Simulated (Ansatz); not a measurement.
# CH₆AlFGe: one species, many methods

Aim: compute CH₆AlFGe with functionals from several rungs and with coupled cluster. The yardstick is the atomisation energy at the CCSD(T) limit.

The runs use Ansatz 0.2.0, Gaussian basis; functionals in def2-TZVPP, the program's frozen cores in correlated methods.

Plan: LDA (SPW92), PBE-D4, revPBE-D4, BLYP-D4, r2SCAN-D4, B97M-V, PBE0-D4, B3LYP-D4, r2SCANh-D4, r2SCAN0-D4, HSE06-D4, BHLYP-D4, CAM-B3LYP-D4, LC-ωPBE, ωB97X-V, ωB97M-V, B2PLYP, PBE-QIDH; CCSD(T)/def2-SVP; CCSD(T)/def2-TZVPP; MP2/def2-QZVPP; extrapolation to the limit; RPA on PBE.

## Step 1: Structure used throughout

The geometry comes from an earlier relaxation with PBE0-D4 in a triple-zeta def2 set; it is a stationary point, not always the lowest conformer.

SMILES `[F][AlH][CH2][GeH3]`, 10 atoms, charge 0, spin multiplicity 1.

Atoms are counted from 1 here; the program's logs count them from 0.

Bond lengths: F1–Al2 1.653 Å, Al2–C3 1.931 Å, Al2–H5 1.577 Å, C3–Ge4 1.961 Å, C3–H6 1.095 Å, C3–H7 1.094 Å, Ge4–H8 1.542 Å, Ge4–H9 1.539 Å, Ge4–H10 1.539 Å. Angles: F1–Al2–C3 118.1°, F1–Al2–H5 116.5°, C3–Al2–H5 125.4°, Al2–C3–Ge4 114.2°, Al2–C3–H6 109.9°, Al2–C3–H7 110.6°, Ge4–C3–H6 107.0°, Ge4–C3–H7 106.9°, H6–C3–H7 108.1°, C3–Ge4–H8 110.0°, C3–Ge4–H9 110.0°, C3–Ge4–H10 111.0°, H8–Ge4–H9 108.3°, H8–Ge4–H10 108.5°, H9–Ge4–H10 109.0°.

Geometry (Å):

```
F    -1.3056    0.1692    2.5719
Al   -1.4797    0.4088    0.9457
C     0.1022    0.8006   -0.0905
Ge    1.0748   -0.7882   -0.7017
H    -2.9405    0.2696    0.3668
H    -0.1693    1.3724   -0.9839
H     0.8065    1.3996    0.4949
H     0.1268   -1.7149   -1.4888
H     1.6197   -1.5694    0.5069
H     2.2482   -0.3990   -1.6183
```

## Step 2: LDA

This LDA is Slater exchange with PW92 correlation.

in.yaml reads:

```yaml
crystal:
  periodic: [false, false, false]
  atoms:
    - {symbol: F, position_ang: [-1.305600, 0.169180, 2.571906]}
    - {symbol: Al, position_ang: [-1.479717, 0.408835, 0.945715]}
    - {symbol: C, position_ang: [0.102250, 0.800650, -0.090534]}
    - {symbol: Ge, position_ang: [1.074807, -0.788189, -0.701711]}
    - {symbol: H, position_ang: [-2.940477, 0.269649, 0.366802]}
    - {symbol: H, position_ang: [-0.169275, 1.372361, -0.983853]}
    - {symbol: H, position_ang: [0.806531, 1.399596, 0.494935]}
    - {symbol: H, position_ang: [0.126772, -1.714870, -1.488822]}
    - {symbol: H, position_ang: [1.619656, -1.569410, 0.506854]}
    - {symbol: H, position_ang: [2.248152, -0.399003, -1.618293]}
basis:
  gaussian: {orbitals: def2-TZVPP}
hamiltonian: {xc: lda}
output: {orbitals: {seedname: orbitals}}
```

The run is started by

```sh
$ ansatz run in.yaml --threads 4 --pin off --events-out ev --progress --plain --max-ram 10444MiB
```

The runs that follow: PBE-D4 (GGA); revPBE-D4 (GGA); BLYP-D4 (GGA); r2SCAN-D4 (meta-GGA); B97M-V (meta-GGA); B3LYP-D4 (hybrid); r2SCANh-D4 (hybrid); r2SCAN0-D4 (hybrid); HSE06-D4 (hybrid); BHLYP-D4 (hybrid); CAM-B3LYP-D4 (range-separated); LC-ωPBE (range-separated); ωB97X-V (range-separated); ωB97M-V (range-separated); B2PLYP (double hybrid); PBE-QIDH (double hybrid); CCSD(T) in def2-SVP; CCSD(T) in def2-TZVPP; MP2 in def2-QZVPP; RPA on PBE orbitals.

Q: Predict the results of all the runs planned. Wanted: atomisation energy, CCSD(T)/CBS; farthest beyond LDA; mean size of error, GGA; mean size of error, meta-GGA; mean size of error, hybrid; mean size of error, range-separated; mean size of error, double hybrid; gap, smallest and largest; T1 diagnostic.

**Answer**, as computed:

```
                               quantity                                                                  value
        atomisation energy, CCSD(T)/CBS                                                          3254.3 kJ/mol
 functionals within 32.5 kJ/mol (1.0 %)  PBE-D4, r2SCAN-D4, B97M-V, r2SCANh-D4, CAM-B3LYP-D4, ωB97X-V, ωB97M-V
                    farthest beyond LDA                                               revPBE-D4 (-97.6 kJ/mol)
                mean size of error, GGA                                                            64.5 kJ/mol
           mean size of error, meta-GGA                                                            14.5 kJ/mol
             mean size of error, hybrid                                                            55.0 kJ/mol
    mean size of error, range-separated                                                            21.0 kJ/mol
      mean size of error, double hybrid                                                            53.1 kJ/mol
              gap, smallest and largest                              5.00 eV (LDA (SPW92)), 11.90 eV (LC-ωPBE)
                          T1 diagnostic                                                                 0.0116
triples share of the correlation energy                                                                  3.2 %
```

**Reading.** LDA overbinds by 359.7 kJ/mol (11 %). PBE-D4 is off by -30.8 kJ/mol. Double hybrids carry the basis error of their MP2 part in triple zeta, and no dispersion term here, so their miss is partly the set-up's. The rungs meta-GGA, range-separated miss on average by less than the doubt on the reference (32.5 kJ/mol), so they tie. Misses under about 32.5 kJ/mol are within the doubt on the reference itself, which lacks core-valence correlation, relativity and higher excitations, and its outer-core shells are covered unevenly. Hartree-Fock recovers 75 % of the binding; the rest is correlation. CCSD(T) in def2-SVP is off by -186.3 kJ/mol, so the small basis spoils what the method gains. The gap grows from 5.0 to 11.9 eV across the functionals, mostly with the share of exact exchange. Correlated methods include outer-core shells of Ge, which these sets cover unevenly.
